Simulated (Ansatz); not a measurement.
# NbRu3: response to strain

Aim: deform NbRu3 (equal xx and yy strain of -2 %) and compute stress, forces and field gradients with LAPW, PAW and all-electron datasets made for the crystal.

Program: Ansatz 0.2.0. Level of theory: DFT LDA, scalar-relativistic. These are calculated values, not measurements.

**1. Starting point**

Symmetry: Pm-3m, No. 221, cubic system. Conventional cell: a = 3.880 Å, b = 3.880 Å, c = 3.880 Å, α = 90.00°, β = 90.00°, γ = 90.00°. Nb (site symmetry m-3m) has 12 Ru at 2.74 Å as nearest neighbours. Ru (site symmetry 4/mmm) has 4 Nb at 2.74 Å and 8 Ru at 2.74 Å as nearest neighbours.

As a file:

```cif
data_structure
_symmetry_space_group_name_H-M 'P 1'
_symmetry_Int_Tables_number 1
_cell_length_a 3.8800
_cell_length_b 3.8800
_cell_length_c 3.8800
_cell_angle_alpha 90.000
_cell_angle_beta 90.000
_cell_angle_gamma 90.000
_cell_volume 58.41
loop_
_atom_site_label
_atom_site_type_symbol
_atom_site_fract_x
_atom_site_fract_y
_atom_site_fract_z
_atom_site_occupancy
Nb1 Nb 0.00000 0.00000 0.00000 1
Ru1 Ru 0.00000 0.50000 0.50000 1
Ru2 Ru 0.50000 0.00000 0.50000 1
Ru3 Ru 0.50000 0.50000 0.00000 1
```

Atoms are numbered in the order of the input: Nb1, Ru2, Ru3, Ru4.

**2. The deformed structure**

Space group Pm-3m before, P4/mmm after.

**3. Full-potential LAPW**

Input file input.yaml:

```yaml
crystal:
  lattice:
    - [3.8024, 0.0, 0.0]
    - [0.0, 3.8024, 0.0]
    - [0.0, 0.0, 3.88]
  atoms:
    - { symbol: Nb, position: [0.0, 0.0, 0.0] }
    - { symbol: Ru, position: [0.0, 0.5, 0.5] }
    - { symbol: Ru, position: [0.5, 0.0, 0.5] }
    - { symbol: Ru, position: [0.5, 0.5, 0.0] }
kpoints:
  mp_grid: { grid: [9, 9, 9] }
  band_path:
    path:
      - [0.0, 0.0, 0.0]
      - [0.0, 0.5, 0.0]
      - [0.5, 0.5, 0.0]
      - [0.0, 0.0, 0.0]
      - [0.0, 0.0, 0.5]
      - [0.0, 0.5, 0.5]
      - [0.5, 0.5, 0.5]
      - [0.0, 0.0, 0.5]
      - [0.0, 0.5, 0.0]
    npoints: 5
scf:
  occupations: { method: fermi_dirac, width: 0.05 }
hamiltonian:
  xc: lda
  pseudopotentials: { kind: all_electron, lapw: { basis_error: 0.001 } }
output:
  forces: true
  stress: true
  eigenvalues: true
```

Launch:

```bash
$ ansatz run input.yaml --threads 1 --pin off --max-ram 4096MiB --backend cpu --events-out ev --progress --plain --runs-dir out
```

**4. PAW with frozen cores**

Input file input.yaml:

```yaml
crystal:
  lattice:
    - [3.8024, 0.0, 0.0]
    - [0.0, 3.8024, 0.0]
    - [0.0, 0.0, 3.88]
  atoms:
    - { symbol: Nb, position: [0.0, 0.0, 0.0] }
    - { symbol: Ru, position: [0.0, 0.5, 0.5] }
    - { symbol: Ru, position: [0.5, 0.0, 0.5] }
    - { symbol: Ru, position: [0.5, 0.5, 0.0] }
kpoints:
  mp_grid: { grid: [9, 9, 9] }
scf:
  occupations: { method: fermi_dirac, width: 0.05 }
hamiltonian:
  xc: lda
  pseudopotentials: { kind: paw }
output:
  forces: true
  stress: true
  eigenvalues: true
  efg: { contact_densities: true }
```

**5. Datasets made for this crystal**

input.yaml, as its differences from that of step 4:

```diff
@@ -16,3 +16,3 @@
   xc: lda
-  pseudopotentials: { kind: paw }
+  pseudopotentials: { kind: all_electron, datasets: crystal }
 output:
```

(Steps that only read results are left out.)

**Question.** What will these runs give? Wanted: pressure; largest shear or deviatoric stress.

**Answer**, as computed:

| quantity | value |
| --- | --- |
| pressure | LAPW 0.11, PAW 0.00, crystal datasets 0.11 GPa |
| largest shear or deviatoric stress (LAPW) | 2.59 GPa |

The largest part of the stress beyond the pressure is 2.59 GPa in size, in the zz component; the atoms are carried along and not relaxed. No run of the undeformed cell stands beside it, so the pressure holds what the given cell had before the change. PAW: stress within 0.11 GPa of LAPW. Crystal datasets: stress within 0.01 GPa of LAPW.
